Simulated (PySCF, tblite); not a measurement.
# C7H6Cl2+ (doublet): geometry, infrared bands and EPR parameters

What infrared bands and EPR parameters should C7H6Cl2+ (doublet) (`ClC(Cl)[C+]1[CH]C=CC=C1`) show?

The runs use tblite 0.8.0 and PySCF 2.14.0, with density-fitted response routines of our own; the level of theory stands in each step. All values are computed, except where a source is named. Atoms count from 0, in the outputs and in this text.

## (1) Starting geometry

15 atoms, charge 1, multiplicity 2; geometry from: force field or distance geometry start.

Bonds of the start (Å): Cl0–C1 1.80, C1–Cl2 1.79, C1–C3 1.49, C3–C4 1.49, C4–C5 1.49, C5–C6 1.32, C6–C7 1.48, C7–C8 1.32, C8–C3 1.43, C1–H9 1.09, C4–H10 1.10, C5–H11 1.09, C6–H12 1.10, C7–H13 1.07, C8–H14 1.08.

## (2) Geometry optimisation with GFN2-xTB

The job: settings as JSON, then the geometry in Å.

```
{"job": {"kind": "relax", "xc": "GFN2-xTB", "basis": "xTB"}, "charge": 1, "multiplicity": 2}
Cl     2.634600    -0.958700     1.415200
C      2.182200     0.295900     0.201500
Cl     2.906100    -0.247600    -1.341100
C      0.704600     0.152900     0.032100
C      0.227000    -1.178900    -0.433400
C     -1.256100    -1.209000    -0.575400
C     -2.032600    -0.177000    -0.296800
C     -1.455600     1.096100     0.183300
C     -0.152900     1.257800     0.344000
H      2.482100     1.300900     0.503200
H      0.576200    -2.016900     0.193500
H     -1.752200    -2.117600    -0.914900
H     -3.115600    -0.299600    -0.411900
H     -2.141800     1.887000     0.386500
H      0.189500     2.222500     0.692300
```

Command:

```sh
OMP_NUM_THREADS=1 python probes_run.py task.json out
```

This one command runs all jobs of the session in turn.

**Question.** This job is followed by: GFN2-xTB harmonic vibrations, gas phase; UKS B3LYP, pcH-1 on C Cl H, non-relativistic, mean-field spin-orbit, GIAO. Predict these results of the whole session: strongest single infrared mode (GFN2-xTB); zero-point energy (GFN2-xTB); g(iso) (B3LYP); ⟨S²⟩; largest a(iso) (averaged by class).

The runs gave:

```
                                 quantity                value
strongest single infrared mode (GFN2-xTB)  614 cm⁻¹, 65 km/mol
             zero-point energy (GFN2-xTB)        64.5 kcal/mol
                           g(iso) (B3LYP)              2.00423
                                     ⟨S²⟩   0.760 (exact 0.75)
       largest a(iso) (averaged by class)  13C on C3, 26.2 MHz
```

In words: Over 94 steps the energy fell by 1.386 eV; of the close pairs, C4–C5 changed most, 1.490 to 1.379 Å. All 39 modes are real, so the xTB geometry is a minimum. The strongest single mode, at 614 cm⁻¹, is spread over many atoms; the largest shares are those of C3, H12. Unscaled tight-binding wavenumbers are off by several per cent, some by more. Its intensities can rank the bands wrongly. The largest spin populations lie on C6 (0.38 e), C3 (0.34 e). The isotropic g lies 1.9 ppt above the free-electron value.
